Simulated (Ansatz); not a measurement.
**ZrSi+ (sextet): wave-function methods side by side at distance Zr1–Si2 = 5.600 Å, def2-SVP**

An exercise on one series of results from a longer session: the logs are not shown, and one member is left open.

The runs use Ansatz 0.2.0, Gaussian basis; def2-SVP, core rule «outside noble gas», up to 9 orbitals frozen.

Plan: UHF; CCSD(T) on ROHF; CCSD(T) on UHF; CISD; CCSDT(Q) on ROHF; CCSDT(Q) on UHF; CASSCF and MRCISD+Q, 7 electrons in 7 orbitals; CASSCF and NEVPT2, 7 electrons in 7 orbitals.

45 further runs of the same task are left out: 30 for a known fault of the program, 12 that didn't finish, 3 set aside as unsound or not needed.

## What is computed

The geometry derives from a PBE0/def2-TZVP stationary point (not a proven minimum). One bond is set to the value named and the two fragments are kept rigid. No spin-orbit coupling is included. Elements past krypton take def2 core potentials.

2 atoms, charge 1, spin multiplicity 6.

Atoms are counted from 1 here; the program's logs count them from 0.

No contacts short enough for the rule that draws bonds.

The first run:

Input file in.yaml:

```yaml
crystal:
  periodic: [false, false, false]
  atoms:
    - {symbol: Zr, position_ang: [0.000000, 0.000000, 0.000000]}
    - {symbol: Si, position_ang: [0.000000, 0.000000, 5.600000]}
basis:
  gaussian: {orbitals: def2-SVP}
total_charge: 1
magnetization: {spin_polarized: true, initial_magnetization: 5}
hamiltonian: {xc: hf}
output: {orbitals: {seedname: orbitals}}
```

Started as:

```
ansatz run in.yaml --threads 1 --pin off --events-out ev --progress --plain --max-ram 2393MiB
```

Steps of the session up to this table: UHF; CCSD(T) on ROHF; CCSD(T) on UHF; CISD; CCSDT(Q) on ROHF; CCSDT(Q) on UHF; CASSCF and MRCISD+Q, 7 electrons in 7 orbitals; CASSCF and NEVPT2, 7 electrons in 7 orbitals.

One of the session's tables, all rows but one given; the rest of the session is left out.

It belongs to the step «Misses and costs». 

```
       method  from RCCSDT(Q) (kcal/mol)
         ROHF                     +48.73
          UHF                     +44.24
         RMP2                     +14.21
         UMP2                     +11.68
         CISD                      +1.93
        RCCSD                      +1.00
        UCCSD                      -1.40
     RCCSD(T)                      +0.28
     UCCSD(T)                      -2.06
       RCCSDT                      +0.02
       UCCSDT                      -2.31
    RCCSDT(Q)                          0
    UCCSDT(Q)                          ?
  CASSCF pair                     +40.51
  NEVPT2 pair                     +12.01
  MRCISD pair                      +1.57
MRCISD+Q pair                      -0.47
```

**Question.** Estimate the row for UCCSDT(Q).

**Answer.** from RCCSDT(Q) (kcal/mol): -2.33. In the column «from RCCSDT(Q) (kcal/mol)» it is the lowest.

Limits of these values: Restricted and unrestricted rows rest on different reference determinants; where their highest levels disagree by more than a few hundredths of an eV, they describe different states and don't form one ladder.
